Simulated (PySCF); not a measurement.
# Cl5FeO ([FeOCl5]3-): the cost of one run

Computed with PySCF 2.14.0 and routines of our own; the level stands in each step. Atoms count from 0.

## 1. The starting structure

7 atoms, charge -3, states of the metal's open shell are computed; geometry from: model start, shaken.

## 2. Geometry optimisation at PBE0-D3(BJ)/def2-SVP

Job settings and geometry (Å):

```
{"job": {"xc": "PBE0", "basis": "def2-SVP", "d3": "d3bj", "grid": 1, "maxiter": 45, "solvent": "water", "kind": "geom"}, "charge": -3, "metal": "Fe", "open_shell": "d4"}
Fe     0.000020     0.004480    -0.004110
O     -0.013360    -0.006820     1.730130
Cl     0.000900     0.020100    -2.302380
Cl     2.285690     0.007350     0.005350
Cl    -2.293420    -0.013960    -0.000440
Cl     0.010430     2.274840    -0.006860
Cl    -0.028520    -2.314340    -0.027630
```

Command:

```console
OMP_NUM_THREADS=1 python lf_run.py task.json out
```

The driver reads the jobs from task.json and runs them one after another.

**Question.** How long does this first job take on 1 thread of Intel Xeon, shared host, and how much memory does it need?

About 7.1 min, with a peak of 1.1 GiB.
